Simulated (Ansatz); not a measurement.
# C4H5Br, SMILES C#CC(C)Br: a rigid torsion scan

Computed with Ansatz 0.2.0 through its Python package.

The cells in order, each with its output:

```python
import ansatz as az
from ase import Atoms
```

```python
atoms = Atoms(["C", "C", "C", "C", "Br", "H", "H", "H", "H", "H"], positions=[
    (2.2812, -0.3817, -0.1535),
    (1.1767, 0.0784, -0.0451),
    (-0.1715, 0.6416, 0.0921),
    (-1.2294, -0.4438, 0.1917),
    (-0.5749, 1.7727, -1.4543),
    (3.2617, -0.7869, -0.2553),
    (-0.2269, 1.306, 0.9599),
    (-1.2331, -1.0923, -0.6926),
    (-1.0519, -1.0811, 1.0654),
    (-2.2318, -0.0129, 0.2917),
])
```

```python
# start the scan from a relaxed geometry
first = az.Crystal.molecule_from_ase(atoms).calculation()
first = first.basis(gaussian="def2-SVP").functional("pbe", dispersion="d4")
first = first.relax(force_tolerance=0.02, max_steps=80)
atoms.positions = first.run(threads=1, pin="off").report["positions_ang"]
```

```python
start = atoms.get_dihedral(1, 2, 3, 7)
energies = {}
for turn in range(0, 121, 20):
    turned = atoms.copy()
    turned.set_dihedral(1, 2, 3, 7, start + turn, indices=[3, 7, 8, 9])
    job = (
        az.Crystal.molecule_from_ase(turned).calculation()
        .basis(gaussian="def2-SVP")
        .functional("pbe", dispersion="d4")
    )
    energies[round((start + turn) % 360)] = job.run(threads=1, pin="off").report["free_energy_ev"]
floor = min(energies.values())
print("dihedral C1-C2-C3-H7 (deg)   E - E(min) (kcal/mol)")
for angle, e in sorted(energies.items()):
    print(f"{angle:8d} {23.060548 * (e - floor):14.3f}  " + "#" * int(30 * (e - floor) / max(max(energies.values()) - floor, 1e-9)))
```

    dihedral C1-C2-C3-H7 (deg)   E - E(min) (kcal/mol)
           1          4.273  ##############################
          21          3.208  ######################
          41          1.099  #######
          61          0.063
         301          0.000
         321          1.044  #######
         341          3.176  ######################

Notes:
- These settings explore the input space; basis and method may be short of convergence.
- The scan is rigid and the energies are electronic, in a modest basis. With rigid groups the curve can differ much from the relaxed path, the start wasn't checked as a minimum of this torsion, and equivalent turns needn't return to the same energy.
- Finished in 56 s on 1 thread of Arm Neoverse V1, with other jobs on the host, peak memory 0.22 GiB.
